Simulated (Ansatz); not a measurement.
**C2H4FNSi: how energies converge with the basis set**

How large a basis does C2H4FNSi need? Two functionals are run in growing sets.

Method: one geometry, several basis sets; program: Ansatz 0.2.0, Gaussian basis.

The runs, in order: PBE0-D4/def2-SVP; ωB97M-V/def2-SVP; PBE0-D4/def2-QZVPP; ωB97M-V/def2-QZVPP; the functionals' def2-TZVPP values are taken from earlier runs.

### 1 The geometry

An earlier PBE0-D4 in a triple-zeta def2 set relaxation fixed the geometry.

SMILES `C[SiH](F)C#N`, 9 atoms, charge 0, spin multiplicity 1.

Atoms are counted from 1 here; the program's logs count them from 0.

Bond lengths: C1–Si2 1.841 Å, C1–H6 1.092 Å, C1–H7 1.093 Å, C1–H8 1.092 Å, Si2–F3 1.592 Å, Si2–C4 1.853 Å, Si2–H9 1.476 Å, C4–N5 1.152 Å. Angles: Si2–C1–H6 110.5°, Si2–C1–H7 110.1°, Si2–C1–H8 110.8°, H6–C1–H7 108.4°, H6–C1–H8 108.7°, H7–C1–H8 108.3°, C1–Si2–F3 111.0°, C1–Si2–C4 109.2°, C1–Si2–H9 114.4°, F3–Si2–C4 106.4°, F3–Si2–H9 108.5°, C4–Si2–H9 107.1°, Si2–C4–N5 177.7°.

### 2 PBE0-D4 in def2-SVP

The input, in.yaml:

```yaml
crystal:
  periodic: [false, false, false]
  atoms:
    - {symbol: C, position_ang: [-0.717540, -1.017017, -0.140815]}
    - {symbol: Si, position_ang: [0.644139, 0.121346, 0.350062]}
    - {symbol: F, position_ang: [2.026292, -0.331955, -0.296720]}
    - {symbol: C, position_ang: [0.289013, 1.816183, -0.310872]}
    - {symbol: N, position_ang: [0.023630, 2.863876, -0.708625]}
    - {symbol: H, position_ang: [-0.524934, -2.026681, 0.229036]}
    - {symbol: H, position_ang: [-1.665329, -0.671357, 0.279819]}
    - {symbol: H, position_ang: [-0.817927, -1.055788, -1.227430]}
    - {symbol: H, position_ang: [0.831157, 0.255193, 1.808446]}
basis:
  gaussian: {orbitals: def2-SVP}
hamiltonian: {xc: pbe0, dispersion: d4}
output: {orbitals: {seedname: orbitals}}
```

After this run come: ωB97M-V in def2-SVP; PBE0-D4 in def2-QZVPP; ωB97M-V in def2-QZVPP.

Q: Predict the results of all the runs planned. Wanted: PBE0-D4: double and triple zeta above quadruple; ωB97M-V: double and triple zeta above quadruple.

**Answer**, as computed:

| quantity | value |
| --- | --- |
| PBE0-D4: double and triple zeta above quadruple | 11.14, 0.62 eV |
| ωB97M-V: double and triple zeta above quadruple | 11.35, 0.58 eV |

In words: PBE0-D4 gains 10.52 eV from double to triple zeta, then 0.62 eV more. Total energies overstate the basis error of differences, where much of it tends to cancel. The LUMO of ωB97M-V is positive and keeps falling with the basis (1.43 to 0.86 eV): an unbound level that the basis holds in place.
